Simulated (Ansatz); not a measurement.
Predict the output of the script below (Ansatz 0.2.0, Python API).

The script, `snte.py`:
```python
# -*- coding: utf-8 -*-
'''Band structure of SnTe.'''

from collections import Counter
import json

import ansatz as az
import numpy as np


def main():
    lattice = az.Lattice.of(
        [0.0, 3.611146, 3.611146],
        [3.611146, 0.0, 3.611146],
        [3.611146, 3.611146, 0.0],
    )
    sites = [
        ('Sn', [0.0, 0.0, 0.0]),
        ('Te', [0.75, 0.75, 0.75]),
    ]
    snte = az.Crystal(lattice=lattice)
    for symbol, position in sites:
        snte = snte.atom(symbol, position)

    # vertices of the path, as fractions of the reciprocal vectors
    path = [
        ('K', (-0.375, 0.0, 0.375)),
        ('G', (0.0, 0.0, 0.0)),
        ('L', (0.0, 0.0, 0.5)),
        ('W', (-0.5, -0.25, 0.25)),
        ('X', (-0.5, -0.5, 0.0)),
    ]
    calc = snte.calculation()
    calc = calc.kpoints(6, 6, 6)
    calc = calc.scf(tolerance=1e-10)
    calc = calc.functional('r2scan')
    calc = calc.occupations(az.OccupationsMethod.FIXED)
    calc = calc.band_structure([point for _, point in path], intervals=4).scf(extra_bands=8)
    out = calc.run(events_out='events.ndjson')
    data = out.report
    with open('events.ndjson') as stream:
        kinds = Counter(json.loads(line)['event'] for line in stream)
    print('events:', {kind: kinds[kind] for kind in ('scf_iter', 'scf_done', 'notice', 'finished')})

    for key in ('converged', 'n_iterations', 'n_electrons', 'n_kpoints', 'n_pw', 'n_symmetry_ops', 'free_energy_ev', 'fermi_energy_ev'):
        print(f'{key:18s} {data[key]}')

    bands = out.band_structure()
    fermi = bands.fermi_energy_ev
    print(f'zero of the bands: {fermi:.3f} eV, the Fermi level found on the SCF mesh')
    levels = bands.channels[0].eigenvalues_ev - fermi
    filled = round(data['n_electrons']) // 2
    valence, conduction = levels[:, filled - 1], levels[:, filled]
    print('k (fractions)              top valence  bottom conduction (eV)')
    for k, lo, hi in zip(bands.kpoints_frac, valence, conduction):
        print(f'{k[0]:7.3f} {k[1]:7.3f} {k[2]:7.3f} {lo:12.3f} {hi:13.3f}')
    print(f'on this path: least direct gap {np.min(conduction - valence):.3f} eV, least gap {conduction.min() - valence.max():.3f} eV')


if __name__ == '__main__':
    main()
```

Output of `python snte.py`:
```text
DeckWarning: basis.ecutwfc = 500 eV, auto-derived from the records' recommended cutoffs: set by Sn (their level for a meta-GGA)
events: {'scf_iter': 8, 'scf_done': 1, 'notice': 2, 'finished': 1}
converged          True
n_iterations       8
n_electrons        30.0
n_kpoints          16
n_pw               2421
n_symmetry_ops     24
free_energy_ev     -13033.36118449505
fermi_energy_ev    4.724968854222461
zero of the bands: 4.725 eV, the Fermi level found on the SCF mesh
k (fractions)              top valence  bottom conduction (eV)
 -0.375   0.000   0.375       -0.337         1.430
 -0.281   0.000   0.281       -0.602         2.198
 -0.188   0.000   0.188       -1.123         1.711
 -0.094   0.000   0.094       -1.660         1.308
  0.000   0.000   0.000       -1.954         1.254
  0.000   0.000   0.125       -1.826         1.385
  0.000   0.000   0.250       -1.771         1.770
  0.000   0.000   0.375       -1.867         2.021
  0.000   0.000   0.500       -1.923         2.096
 -0.125  -0.062   0.438       -1.333         2.007
 -0.250  -0.125   0.375       -0.600         1.875
 -0.375  -0.188   0.312       -0.041         1.776
 -0.500  -0.250   0.250        0.200         1.686
 -0.500  -0.312   0.188        0.081         1.320
 -0.500  -0.375   0.125       -0.187         0.828
 -0.500  -0.438   0.063       -0.438         0.481
 -0.500  -0.500   0.000       -0.539         0.356
on this path: least direct gap 0.896 eV, least gap 0.156 eV
```
(Warnings from the package without file and line.)

Notes:
- Total energies depend on the potentials; only differences at equal settings carry meaning. A total without «per atom» is that of the cell as typed.
- Spin-orbit coupling, left out here, can change this gap by several tenths of an eV, and inverted bands can meet off the mesh.
- Under fixed occupations the level called the Fermi level is the highest filled one on the SCF mesh; off the mesh a filled band can lie a little above it.
- The zero of the levels is a convention of the potentials, so an absolute Fermi energy is no work function.
- This cell is a computed structure, which may not be the phase found in nature.
- Levels are Kohn-Sham eigenvalues on this mesh, without spin-orbit coupling.
- The whole script took 14 s on 1 thread of Arm Neoverse V1 (shared host), peak memory 0.57 GiB.
